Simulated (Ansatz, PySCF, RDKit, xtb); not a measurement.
# Solving SnSiHClF, step by step, part 2 of 2

Task: start from the formula SnSiHClF (odd number of electrons), draw up candidate structures, narrow them down in stages, and characterise the one that lies lowest at 298.15 K.

xtb, Ansatz and PySCF; isolated molecules. Earlier steps stand in the parts before.

## Step 11: c349a at MP2/def2-TZVPP

Input file input.yaml:

```yaml
crystal:
  periodic: [false, false, false]
  atoms:
    - {symbol: Cl, position_ang: [0.641141, 2.510203, -3.239359]}
    - {symbol: F, position_ang: [-2.939779, -0.049835, -1.155437]}
    - {symbol: Si, position_ang: [-1.796667, 0.790255, -1.962974]}
    - {symbol: Sn, position_ang: [0.267674, 1.903630, -0.910884]}
    - {symbol: H, position_ang: [-2.212116, 0.764226, -3.403236]}
basis:
  gaussian:
    orbitals: def2-TZVPP
total_charge: 0
magnetization:
  spin_polarized: true
  initial_magnetization: 1
correlation:
  method: mp2
  frozen_orbitals: {Cl: 5, H: 0, Si: 5, F: 1, Sn: 4}
```

Launch:

```sh
$ ansatz run input.yaml --threads 1 --pin off --max-ram 2610MiB --events-out events.jsonl --progress --plain --runs-dir runs
```

Log:

```text
Warning: RAYON_NUM_THREADS=1 ignored (pool sized by the plan → 1); use --threads N
Functional definition: HF
  name "HF"
  exchange = exact_x
  correlation = 0
1258 factors; integrals over basis functions are off by at most 8.6e-4 eV
mean field evaluation 1: about -28895.0215 eV, gradient 2.1e1 eV
mean field evaluation 2: about -28895.0298 eV, gradient 2.1e1 eV
mean field evaluation 4: about -28897.2317 eV, gradient 2.0e0 eV
mean field evaluation 8: about -28897.3014 eV, gradient 2.2e-1 eV
mean field evaluation 16: about -28897.0701 eV, gradient 1.5e0 eV
mean field -28897.30640341 eV, -1061.9564230277 hartree, gradient 2.4e-6 eV, S^2 0.771965; 2 other end points of the search recorded, 0 dependent functions left out
15 core orbitals not correlated: weight in the atoms' cores, before any rotation towards them, 1.000 or more for the frozen orbitals, at most 0.000 for the correlated occupied ones
reference -28897.30640341 eV, -1061.9564230277 hartree; 17, 16 occupied and 147, 148 virtual orbitals, 1258 factors
second order -22.91167918 eV of doubles, -0.00000000 eV of singles
Total energy: -28920.21808259 eV, -1062.7984117074 hartree
```

Run time: 33 s. Hardware: 1 thread of Intel Xeon at 2.50GHz (Skylake/Cascade Lake), shared host; peak memory 0.49 GiB.

## Step 12: c559a at CCSD(T)/def2-SVP

Input file input.yaml:

```yaml
crystal:
  periodic: [false, false, false]
  atoms:
    - {symbol: Cl, position_ang: [0.835775, -0.131358, -3.337347]}
    - {symbol: F, position_ang: [-2.746291, 0.406563, -2.587683]}
    - {symbol: Si, position_ang: [-1.880980, 1.536680, -1.801432]}
    - {symbol: Sn, position_ang: [0.697543, 1.770092, -1.864602]}
    - {symbol: H, position_ang: [-2.897539, 2.368089, -1.067677]}
basis:
  gaussian: {orbitals: def2-SVP}
magnetization: {spin_polarized: true, initial_magnetization: 1}
correlation: {method: ccsd_t, frozen_orbitals: {Cl: 5, H: 0, Si: 5, F: 1, Sn: 4}}
scf: {omitted_lower_state_checks: [cluster_reference]}
```

Launch:

```sh
$ ansatz run input.yaml --threads 1 --pin off --max-ram 2610MiB --events-out events.jsonl --progress --plain --runs-dir runs
```

Log, shortened:

```text
Warning: RAYON_NUM_THREADS=1 ignored (pool sized by the plan → 1); use --threads N
Functional definition: HF
  name "HF"
[...]
847 factors; integrals over basis functions are off by at most 1.1e-3 eV
[...]
mean field -28886.20287850 eV, -1061.5483760134 hartree, gradient 8.8e-6 eV, S^2 0.770174; 4 other end points of the search recorded, 0 dependent functions left out
15 core orbitals not correlated: weight in the atoms' cores, before any rotation towards them, 1.000 or more for the frozen orbitals, at most 0.000 for the correlated occupied ones
reference -28886.20287850 eV, -1061.5483760134 hartree; 17, 16 occupied and 49, 50 virtual orbitals, 847 factors
second order -13.11822657 eV of doubles, -0.00000000 eV of singles
cycle   1  -13.67491035 eV  change   -5.6e-1 eV  update   1.1e-1
[...]
cycle  12  -14.15843129 eV  change   -1.4e-5 eV  update   2.6e-5
perturbative correction -0.37264933 eV, -0.0136946105 hartree
Total energy: -28900.73395913 eV, -1062.0823833769 hartree
Checks for a lower state left out: cluster_reference
```

Wall time 42 s (1 thread of Intel Xeon at 2.50GHz (Skylake/Cascade Lake), shared host); peak memory 0.47 GiB.

## Step 13: Putting it together

Energies in kcal/mol from c349a; G adds the thermal terms to the CCSD(T)/def2-SVP + MP2/def2-TZVPP - MP2/def2-SVP energy. The columns left of the relaxed level are at the tight-binding geometries.

```csv
label,SMILES,spin,GFN2-xTB,HF/STO-3G,r2SCAN-D4/def2-SVP,PBE0-D3(BJ)/def2-SVP,HF/def2-SVP,MP2/def2-SVP,CCSD(T)/def2-SVP + MP2/def2-TZVPP - MP2/def2-SVP,G,share at equilibrium,T1
c349a,[F][SiH][Sn][Cl] ‡,doublet,0.0,0.0,0.0,0.0,0.0,0.0,0.0,0.0,88.8 %,0.016
c559a,F[SiH][Sn][Cl],doublet,2.5,3.4,2.3,2.3,1.5,2.0,1.8,1.6,5.9 %,0.017
c820a,[F][Si]([Cl])[SnH] ‡,doublet,12.7,14.1,1.2,3.9,6.5,1.8,2.3,1.7,5.3 %,0.014
```

‡ marks the bonded skeleton alone, with all bonds drawn single: no Lewis structure was assigned that passes a check against the bond lengths.

Lowest found: c349a, `[F][SiH][Sn][Cl]` ‡, a doublet of point group Cs. Bond lengths: F2–Si3 1.632 Å, Cl1–Sn4 2.435 Å, Si3–Sn4 2.571 Å, Si3–H5 1.499 Å. Angles: F2–Si3–Sn4 125.6°, Cl1–Sn4–Si3 80.8°, F2–Si3–H5 105.8°, Sn4–Si3–H5 128.6°.

```xyz
5

Cl    0.6411    2.5102   -3.2394
F    -2.9398   -0.0498   -1.1554
Si   -1.7967    0.7903   -1.9630
Sn    0.2677    1.9036   -0.9109
H    -2.2121    0.7642   -3.4032
```

‡ marks the bonded skeleton alone, with all bonds drawn single: no Lewis structure was assigned that passes a check against the bond lengths.

## Step 14: Density, orbitals and dipole (PBE0/def2-TZVPD)

Input file input.yaml:

```yaml
crystal:
  periodic: [false, false, false]
  atoms:
    - {symbol: Cl, position_ang: [0.641141, 2.510203, -3.239359]}
    - {symbol: F, position_ang: [-2.939779, -0.049835, -1.155437]}
    - {symbol: Si, position_ang: [-1.796667, 0.790255, -1.962974]}
    - {symbol: Sn, position_ang: [0.267674, 1.903630, -0.910884]}
    - {symbol: H, position_ang: [-2.212116, 0.764226, -3.403236]}
basis:
  gaussian:
    orbitals: def2-TZVPD
magnetization:
  spin_polarized: true
  initial_magnetization: 1
hamiltonian:
  xc: {name: PBE0}
output:
  forces: true
  orbitals: {seedname: orbitals}
```

Launch:

```sh
$ ansatz run input.yaml --threads 1 --pin off --max-ram 2610MiB --events-out events.jsonl --progress --plain --runs-dir runs
```

Log, shortened:

```text
Warning: RAYON_NUM_THREADS=1 ignored (pool sized by the plan → 1); use --threads N
Functional definition: PBE0
  name "PBE0"
[...]
1340 factors; their error is unknown
[...]
mean field -28959.09322793 eV, -1064.2270469481 hartree, gradient 3.8e-5 eV, S^2 0.756364; 0 other end points of the search recorded, 0 dependent functions left out
[...]
reference -28959.09327341 eV, -1064.2270486196 hartree; 32, 31 occupied and 162, 163 virtual orbitals, 1340 factors
Total energy: -28959.09327341 eV, -1064.2270486196 hartree
Atom 0 at     0.641141     2.510203    -3.239359 Å, force    -0.019145    -0.046851     0.217537 eV/Å
Atom 1 at    -2.939779    -0.049835    -1.155437 Å, force     0.521840     0.391518    -0.418432 eV/Å
Atom 2 at    -1.796667     0.790255    -1.962974 Å, force    -0.505684    -0.366615     0.326870 eV/Å
Atom 3 at     0.267674     1.903630    -0.910884 Å, force    -0.004714     0.037951    -0.254528 eV/Å
Atom 4 at    -2.212116     0.764226    -3.403236 Å, force     0.007703    -0.016003     0.128553 eV/Å
Dipole moment:     0.007343    -0.061393     0.410089 e Å
```

It took 27 s on 1 thread of Intel Xeon at 2.50GHz (Skylake/Cascade Lake), shared host; peak memory 0.62 GiB.

## Step 15: Frequencies after a tight-binding relaxation (GFN2-xTB)

Input file start.xyz:

```xyz
5
c349a
Cl     0.641141     2.510203    -3.239359
F     -2.939779    -0.049835    -1.155437
Si    -1.796667     0.790255    -1.962974
Sn     0.267674     1.903630    -0.910884
H     -2.212116     0.764226    -3.403236
```

Launch:

```sh
$ xtb start.xyz --gfn 2 --ohess tight --uhf 1
```

Log, shortened:

```text
* xtb version 6.7.1
[...]
          :  # basis functions                  35          :
[...]
          :  # electrons                        23          :
[...]
          :  Hamiltonian                  GFN2-xTB          :
[...]
          :  net charge                          0          :
          :  unpaired electrons                  1          :
[...]
   *** convergence criteria satisfied after 18 iterations ***
[...]
   *** GEOMETRY OPTIMIZATION CONVERGED AFTER 12 ITERATIONS ***
[...]
   *** convergence criteria satisfied after 3 iterations ***
[...]
         ::                     SUMMARY                     ::
         :::::::::::::::::::::::::::::::::::::::::::::::::::::
         :: total energy             -13.740119467929 Eh    ::
         :: gradient norm              0.000571440671 Eh/a0 ::
         :: HOMO-LUMO gap              1.442462521668 eV    ::
         ::.................................................::
         :: SCC energy               -13.761513604607 Eh    ::
         :: -> isotropic ES            0.024136148637 Eh    ::
         :: -> anisotropic ES          0.000926727398 Eh    ::
         :: -> anisotropic XC         -0.001608711037 Eh    ::
         :: -> dispersion             -0.004076213851 Eh    ::
         :: repulsion energy           0.021394136678 Eh    ::
         :: add. restraining           0.000000000000 Eh    ::
         :: total charge              -0.000000000000 e     ::
         :::::::::::::::::::::::::::::::::::::::::::::::::::::
[...]
        12        1.0000           -0.3030679              -8.2469 (HOMO)
        13                         -0.2500587              -6.8044 (LUMO)
[...]
     #   Z          covCN         q      C6AA      α(0)
     1  17 Cl       0.803    -0.315   109.137    15.981
     2   9 F        0.704    -0.298    12.307     4.142
     3  14 Si       2.559     0.439   178.074    29.275
     4  50 Sn       1.742     0.213   458.836    46.037
     5   1 H        0.916    -0.040     3.856     3.071
[...]
          | TOTAL ENERGY              -13.740119467858 Eh   |
          | TOTAL ENTHALPY            -13.721644910846 Eh   |
          | TOTAL FREE ENERGY         -13.762488627136 Eh   |
          | GRADIENT NORM               0.000571228949 Eh/α |
[...]
```

Wall time 0.48 s (1 thread of Intel Xeon at 2.50GHz (Skylake/Cascade Lake), shared host).

## Step 16: Electronic excitations (TD-PBE0/def2-SVPD)

Input file job.py:

```python
from pyscf import gto, dft, tdscf

mol = gto.M(
    atom='''
Cl     0.641141     2.510203    -3.239359
F     -2.939779    -0.049835    -1.155437
Si    -1.796667     0.790255    -1.962974
Sn     0.267674     1.903630    -0.910884
H     -2.212116     0.764226    -3.403236
''',
    max_memory=1860,
    verbose=3,
    spin=1,
    ecp={'Sn': 'def2-svp'},
    basis='def2-svpd',
)

calc0 = dft.UKS(mol, xc='pbe0')
calc0 = calc0.density_fit(auxbasis='def2-universal-jkfit')
calc0.max_cycle = 100
calc0.grids.level = 2
calc0.kernel()
if not calc0.converged:
    calc0 = calc0.newton().run(calc0.mo_coeff, calc0.mo_occ)

e_final = calc0.e_tot
print(f'total energy: {e_final:.8f} hartree')

td = tdscf.TDA(calc0)
td.nstates = 5
td.kernel()
td.analyze()
roots = td.e * 27.211386
osc = td.oscillator_strength()
print('state   eV      nm      f')
for i, (w, f) in enumerate(zip(roots, osc), 1):
    print('%3d %9.4f %8.1f %9.5f' % (i, w, 1239.842 / w, f))
```

Launch:

```sh
$ OMP_NUM_THREADS=1 python job.py
```

Log:

```text
WARN: HOMO -0.674657367535113 >= LUMO -0.674657367535113

converged SCF energy = -1063.84914955683  <S^2> = 0.75566828  2S+1 = 2.0056603
total energy: -1063.84914956 hartree
Excitation energies (eV)
[2.18380705 2.46361871 2.88899572 3.21807255 3.5598697 ]

** Excitation energies and oscillator strengths **
state   eV      nm      f
  1    2.1838    567.7   0.00087
  2    2.4636    503.3   0.08776
  3    2.8890    429.2   0.00007
  4    3.2181    385.3   0.00712
  5    3.5599    348.3   0.00838
```

Run time: 3.5 min. Hardware: 1 thread of Intel Xeon at 2.50GHz (Skylake/Cascade Lake), shared host; peak memory 0.53 GiB.

The roots found:

```csv
excited state,energy (eV),strength
1,2.184,0.0009
2,2.464,0.0878
3,2.889,0.0001
4,3.218,0.0071
5,3.560,0.0084
```

## Step 17: The cation at the same geometry (PBE0/def2-TZVPD)

Edit input.yaml of step 14 so:

```diff
@@ -11,9 +11,4 @@
     orbitals: def2-TZVPD
-magnetization:
-  spin_polarized: true
-  initial_magnetization: 1
+total_charge: 1
 hamiltonian:
-  xc: {name: PBE0}
-output:
-  forces: true
-  orbitals: {seedname: orbitals}
+  xc: pbe0
```

Launch:

```sh
$ ansatz run input.yaml --threads 1 --pin off --max-ram 2610MiB --events-out events.jsonl --progress --plain --runs-dir runs
```

Log:

```text
Warning: RAYON_NUM_THREADS=1 ignored (pool sized by the plan → 1); use --threads N
Functional definition: PBE0
  name "PBE0"
  parameter a = 0.25
  parameter kappa = 0.804
  parameter beta = 0.06672455060314922
  exchange = (1 - a)*pbe_x(kappa = kappa, mu = beta*pi^2/3) + a*exact_x
  correlation = pbe_c(beta = beta)
1340 factors; their error is unknown
mean field evaluation 1: about -28942.2727 eV, gradient 7.2e1 eV
mean field evaluation 2: about -28885.9480 eV, gradient 1.8e2 eV
mean field evaluation 4: about -28951.0170 eV, gradient 8.0e0 eV
mean field evaluation 8: about -28951.1507 eV, gradient 4.0e-2 eV
mean field evaluation 16: about -28951.2680 eV, gradient 4.0e-5 eV
mean field -28951.26797721 eV, -1063.9394742881 hartree, gradient 4.0e-5 eV, S^2 0.000000; 0 other end points of the search recorded, 0 dependent functions left out
reference -28951.26802714 eV, -1063.9394761233 hartree; 31, 31 occupied and 163, 163 virtual orbitals, 1340 factors
Total energy: -28951.26802714 eV, -1063.9394761233 hartree
```

It took 14 s on 1 thread of Intel Xeon at 2.50GHz (Skylake/Cascade Lake), shared host.

Difference from the parent: 7.83 eV. Only this spin of the product was run; a higher spin can lie lower.

## Step 18: The anion at the same geometry (PBE0/def2-TZVPD)

Edit input.yaml of step 17 so:

```diff
@@ -1 +1,4 @@
+basis:
+  gaussian:
+    orbitals: def2-TZVPD
 crystal:
@@ -8,7 +11,6 @@
     - {symbol: H, position_ang: [-2.212116, 0.764226, -3.403236]}
-basis:
-  gaussian:
-    orbitals: def2-TZVPD
-total_charge: 1
+total_charge: -1
 hamiltonian:
-  xc: pbe0
+  xc: {name: PBE0}
+scf:
+  lower_state_search: "off"
```

Launch:

```sh
$ ansatz run input.yaml --threads 1 --pin off --max-ram 2610MiB --events-out events.jsonl --progress --plain --runs-dir runs
```

Log, shortened:

```text
Warning: RAYON_NUM_THREADS=1 ignored (pool sized by the plan → 1); use --threads N
Functional definition: PBE0
  name "PBE0"
[...]
1340 factors; their error is unknown
[...]
mean field -28960.96865741 eV, -1064.2959677102 hartree, gradient 1.9e-6 eV, S^2 0.000000; 0 other end points of the search recorded, 0 dependent functions left out
reference -28960.96869608 eV, -1064.2959691311 hartree; 32, 32 occupied and 162, 162 virtual orbitals, 1340 factors
Total energy: -28960.96869608 eV, -1064.2959691311 hartree
Checks for a lower state left out: stability, starts, cluster_reference, orbital_swaps, neighbouring_geometries, increment
```

It took 11 s on 1 thread of Intel Xeon at 2.50GHz (Skylake/Cascade Lake), shared host.

Parent less the species with the added electron: 1.88 eV.

## Step 19: The quartet at the same geometry (PBE0/def2-TZVPD)

Edit input.yaml of step 18 so:

```diff
@@ -11,6 +11,6 @@
     - {symbol: H, position_ang: [-2.212116, 0.764226, -3.403236]}
-total_charge: -1
 hamiltonian:
-  xc: {name: PBE0}
-scf:
-  lower_state_search: "off"
+  xc: pbe0
+magnetization:
+  spin_polarized: true
+  initial_magnetization: 3
```

Launch:

```sh
$ ansatz run input.yaml --threads 1 --pin off --max-ram 2610MiB --events-out events.jsonl --progress --plain --runs-dir runs
```

Log:

```text
Warning: RAYON_NUM_THREADS=1 ignored (pool sized by the plan → 1); use --threads N
Functional definition: PBE0
  name "PBE0"
  parameter a = 0.25
  parameter kappa = 0.804
  parameter beta = 0.06672455060314922
  exchange = (1 - a)*pbe_x(kappa = kappa, mu = beta*pi^2/3) + a*exact_x
  correlation = pbe_c(beta = beta)
1340 factors; their error is unknown
mean field evaluation 1: about -28953.8916 eV, gradient 2.4e1 eV
mean field evaluation 2: about -28949.0177 eV, gradient 4.5e1 eV
mean field evaluation 4: about -28956.0909 eV, gradient 2.1e0 eV
mean field evaluation 8: about -28956.1125 eV, gradient 1.2e-1 eV
mean field evaluation 16: about -28956.2298 eV, gradient 7.6e-4 eV
mean field -28956.22977795 eV, -1064.1218171022 hartree, gradient 1.8e-5 eV, S^2 3.762060; 2 other end points of the search recorded, 0 dependent functions left out
reference -28956.22982490 eV, -1064.1218188277 hartree; 33, 30 occupied and 161, 164 virtual orbitals, 1340 factors
Total energy: -28956.22982490 eV, -1064.1218188277 hartree
```

Wall time 35 s (1 thread of Intel Xeon at 2.50GHz (Skylake/Cascade Lake), shared host); peak memory 0.65 GiB.

It lies 2.86 eV above the doublet.

## Step 20: Stability of the SCF solution (PBE0/def2-SVP)

Input file job.py:

```python
from pyscf import gto, dft

mol = gto.M(
    atom=[
    ('Cl', (0.641141, 2.510203, -3.239359)),
    ('F', (-2.939779, -0.049835, -1.155437)),
    ('Si', (-1.796667, 0.790255, -1.962974)),
    ('Sn', (0.267674, 1.903630, -0.910884)),
    ('H', (-2.212116, 0.764226, -3.403236)),
],
    verbose=3,
    basis='def2-svp',
    max_memory=1860,
    ecp={'Sn': 'def2-svp'},
    spin=1,
)

calc0 = dft.UKS(mol, xc='pbe0')
calc0 = calc0.density_fit(auxbasis='def2-universal-jkfit')
calc0.max_cycle = 100
calc0.grids.level = 3
calc0.kernel()
if not calc0.converged:
    calc0 = calc0.newton().run(calc0.mo_coeff, calc0.mo_occ)

e_tot = calc0.e_tot
print(f'total energy: {e_tot:.8f} hartree')
mo_i, mo_e, stable_i, stable_e = calc0.stability(internal=True, external=True, return_status=True)
print('stable: internal', stable_i, 'external', stable_e)
```

Launch:

```sh
$ OMP_NUM_THREADS=1 python job.py
```

Log:

```text
WARN: HOMO -0.67649533134345 >= LUMO -0.67649533134345

converged SCF energy = -1063.82503729789  <S^2> = 0.75476617  2S+1 = 2.0047605
total energy: -1063.82503730 hartree
<class 'pyscf.df.df_jk.DFUKS'> wavefunction is stable in the internal stability analysis
<class 'pyscf.df.df_jk.DFUKS'> wavefunction is stable in the real -> complex stability analysis
<class 'pyscf.df.df_jk.DFUKS'> wavefunction has an UHF/UKS -> GHF/GKS instability
stable: internal True external False
```

It took 2.6 min on 1 thread of Intel Xeon at 2.50GHz (Skylake/Cascade Lake), shared host; peak memory 0.49 GiB.

The stability test raises a flag; for an open shell a flag towards a general spinor solution can be the free rotation of the spin.

## Step 21: Summary of results

The summary covers parts 1 to 2.

| quantity | value |
| --- | --- |
| lowest structure found | [F][SiH][Sn][Cl] ‡, doublet, Cs |
| next finalist | F[SiH][Sn][Cl], doublet, 1.6 kcal/mol higher in G |
| share at equilibrium, among the finalists | 88.8 % |
| funnel | 26 starts, 13 minima at GFN2-xTB, 12 screening runs, 1 rescued, 5 relaxed, 3 ranked |
| CPU time of all runs | 61 min |
| harmonic wavenumbers, lowest and highest (PBE0-D3(BJ)/def2-SVP) | 73 and 2201 cm⁻¹ |
| rotational constants, same geometry | 0.1056, 0.04442, 0.03127 cm⁻¹ |
| dipole moment (PBE0/def2-TZVPD) | 1.99 D |
| HOMO energy (highest over α and β) (PBE0/def2-TZVPD) | -6.00 eV |
| LUMO energy (lowest over α and β) (PBE0/def2-TZVPD) | -3.51 eV |
| lowest excitation (TD-PBE0/def2-SVPD) | 2.18 eV (f = 0.001) |
| strongest of the states computed, same level | 2.46 eV (f = 0.088) |
| vertical ionisation energy (to the singlet cation) | 7.83 eV |
| vertical electron affinity | 1.88 eV |
| vertical quartet less doublet | +2.86 eV |

What this shows: The lowest structure found is `[F][SiH][Sn][Cl]` ‡. The next finalist is drawn with the same bonds. GFN2-xTB, HF/STO-3G, r2SCAN-D4/def2-SVP, PBE0-D3(BJ)/def2-SVP, HF/def2-SVP and MP2/def2-SVP already put its bonding pattern lowest among the structures in one piece. The largest share of the time went into recheck (28 %). Spin-orbit coupling, which matters for elements this heavy, is left out. The stability test raises a flag; for an open shell a flag towards a general spinor solution can be the free rotation of the spin. The search is not exhaustive (a finite list of starts, one conformer a finalist), so a lower isomer can't be ruled out.

‡ marks the bonded skeleton alone, with all bonds drawn single: no Lewis structure was assigned that passes a check against the bond lengths.
